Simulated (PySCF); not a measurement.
**Ways to converge the SCF of CdP⁺ (triplet)**

Do solver options change the result for CdP⁺ (triplet), or only the number of cycles?

Computed with PySCF 2.14.0. Level: method and basis as typed in the scripts.

2 further runs of the same task are left out: 1 for a known fault of the program, 1 that didn't finish.

## (1) The system as given

CdP⁺ (triplet): 2 atoms, charge 1, spin multiplicity 3.

Bond lengths: Cd1–P2 2.565 Å.

## (2) The base run

Input file input.py:

```python
from pyscf import gto, scf, mp

mol = gto.M(
    atom='Cd 0 0 0; P 0 0 2.565',
    basis='3-21g',
    charge=1,
    spin=2,
    verbose=3,
)
mf = scf.UHF(mol)
mf = mf.newton()
mf.kernel()
mp.MP2(mf).kernel()
mf.dip_moment()
print('orbital energies (hartree):', [e[max(0, n-3):n+3].round(4) for e, n in zip(mf.mo_energy, mol.nelec)])
```

The run is started by

```
python input.py
```

The log of this run is left out.

It gives: E(SCF) = -5778.589534 Eh, E(MP2) − E(SCF) = -0.12366 Eh, ⟨S²⟩ = 2.577.

⟨S²⟩ = 2.58 against 2.00 for a pure state: the determinant is spin-contaminated. No relativity is included for the heavy element. The bond length is a typed value, not an optimised one. The dipole of an ion depends on the origin. The triplet is typed in the script; nothing here shows that it is the ground state.

## (3) Convergence threshold 1e-07 hartree

Edit 1 changes convergence threshold: default → 1e-07 hartree.

Input file input.py:

```python
from pyscf import gto, scf, mp

mol = gto.M(
    atom='Cd 0 0 0; P 0 0 2.565',
    basis='3-21g',
    charge=1,
    spin=2,
    verbose=3,
)
mf = scf.UHF(mol)
mf.conv_tol = 1e-07
mf = mf.newton()
mf.kernel()
mp.MP2(mf).kernel()
mf.dip_moment()
print('orbital energies (hartree):', [e[max(0, n-3):n+3].round(4) for e, n in zip(mf.mo_energy, mol.nelec)])
```

The run is started by

```
python input.py
```

## (4) Cycle limit 200

Edit 2 changes cycle limit: 50 → 200.

Changes to input.py since step 2:

```diff
@@ -10,2 +10,3 @@
 mf = scf.UHF(mol)
+mf.max_cycle = 200
 mf = mf.newton()
```

## (5) Convergence threshold 1e-05 hartree

Edit 3 changes convergence threshold: default → 1e-05 hartree.

Changes to input.py since step 2:

```diff
@@ -10,2 +10,3 @@
 mf = scf.UHF(mol)
+mf.conv_tol = 1e-05
 mf = mf.newton()
```

## (6) Initial guess mod_huckel

Edit 4 changes initial guess: minao → mod_huckel.

Changes to input.py since step 2:

```diff
@@ -10,2 +10,3 @@
 mf = scf.UHF(mol)
+mf.init_guess = 'mod_huckel'
 mf = mf.newton()
```

## (7) Point-group symmetry on

Edit 5 changes point-group symmetry: off → on.

Changes to input.py since step 2:

```diff
@@ -7,2 +7,3 @@
     spin=2,
+    symmetry=True,
     verbose=3,
```

What does the calculation give? Wanted: for each run, E(SCF); from base; gap, α spin; after the SCF.

The runs gave:

```
                                run  E(SCF) (hartree)  from base (eV)  gap, α spin (eV)              after the SCF
                               base      -5778.589534               0             10.55  MP2 correlation -3.365 eV
convergence threshold 1e-07 hartree      -5778.589534          0.0000             10.54  MP2 correlation -3.366 eV
                    cycle limit 200      -5778.589534          0.0000             10.55  MP2 correlation -3.365 eV
convergence threshold 1e-05 hartree      -5778.589533          0.0000             10.56  MP2 correlation -3.362 eV
           initial guess mod_huckel      -5778.589534          0.0000             10.55  MP2 correlation -3.365 eV
            point-group symmetry on      -5778.589534          0.0000             10.55  MP2 correlation -3.365 eV
```

What this shows: The SCF energy stays the same, to the digits that matter, with convergence threshold 1e-07 hartree or cycle limit 200 or convergence threshold 1e-05 hartree or initial guess mod_huckel or point-group symmetry on.
